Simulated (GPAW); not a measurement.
Write an ASE script for GPAW 26.7.0 that does the following.

| Quantity | Value |
| --- | --- |
| Task | band structure |
| Functional | r2SCAN |
| Potentials or basis | GPAW PAW data sets (gpaw-data 1.2.1) |
| Cutoff | 800 eV |
| Basis | pw |
| k mesh | 6 × 6 × 3 |
| Occupations | fermi-dirac, width 0.05 eV |
| Spin | no spin polarisation |
| Maxiter | 150 |
| Band path | GMKGALHA,LM,KH |
| Band points | 60 |

Crystal: MgI2.

```
CELL_PARAMETERS angstrom
4.14000 0.00000 0.00000
-2.07000 3.58535 0.00000
0.00000 0.00000 6.88000
ATOMIC_POSITIONS crystal
I 0.66667 0.33333 0.75000
I 0.33333 0.66667 0.25000
Mg 0.00000 0.00000 0.00000
```

The input as run:

run.py

```python
from ase import Atoms
from ase.dft.bandgap import bandgap
from ase.io import write
from ase.units import GPa
from gpaw import GPAW, PW

atoms = Atoms(['I', 'I', 'Mg'],
              cell=[[4.14, 0.0, 0.0],
                    [-2.07, 3.5853451717, 0.0],
                    [0.0, 0.0, 6.88]],
              scaled_positions=[[0.6666666667, 0.3333333333, 0.75],
                                [0.3333333333, 0.6666666667, 0.25],
                                [0.0, 0.0, 0.0]],
              pbc=True)

calc = GPAW(mode=PW(800),
            xc='MGGA_X_R2SCAN+MGGA_C_R2SCAN',
            kpts={'size': (6, 6, 3), 'gamma': True},
            occupations={'name': 'fermi-dirac', 'width': 0.05},
            nbands=22,
            convergence={'density': 1e-05, 'energy': 1e-05},
            maxiter=150,
            txt='gpaw.txt')
atoms.calc = calc
energy = atoms.get_potential_energy()
forces = atoms.get_forces()
stress = atoms.get_stress()
calc.write('gs.gpw')
write('result.traj', atoms)
print(f'Energy: {energy:.6f} eV')
print('Forces (eV/A):')
print(forces.round(4))
print('Stress (GPa):', (stress / GPa).round(3))
print('Fermi level:', round(calc.get_fermi_level(), 4), 'eV')
print(f'Gap: {bandgap(calc)[0]:.4f} eV, direct: {bandgap(calc, direct=True)[0]:.4f} eV')

path = atoms.cell.bandpath('GMKGALHA,LM,KH', npoints=60, eps=1e-4)
bs_calc = calc.fixed_density(kpts=path, symmetry='off', nbands=40,
                             convergence={'bands': 'CBM+6.0', 'eigenstates': 1e-6}, txt='bands.txt')
bs = bs_calc.band_structure()
bs.write('bs.json')
print(f'Gap on the path: {bandgap(bs_calc)[0]:.4f} eV')
```

Potentials or basis: GPAW PAW data sets (gpaw-data 1.2.1), pw.

The run is started by

```bash
$ OMP_NUM_THREADS=1 python run.py
```

It gave:

```
Pressure                : 0.2 GPa
Largest force           : 0.289 eV/Å
Band gap on the k mesh  : 4.12 eV, indirect (least direct gap 4.49 eV)
Band gap along the path : 4.12 eV, indirect (least direct gap 4.49 eV)
```

Caveat: the PAW data sets were made with another functional, which shifts forces and pressure a little; spin-orbit coupling is left out, which moves the levels of the heavy elements; the cell's inner coordinates are idealised or old, which leaves forces on the atoms.

It took 7.4 min on 1 thread of Arm Neoverse V2, on a shared host, peak memory 0.61 GiB.
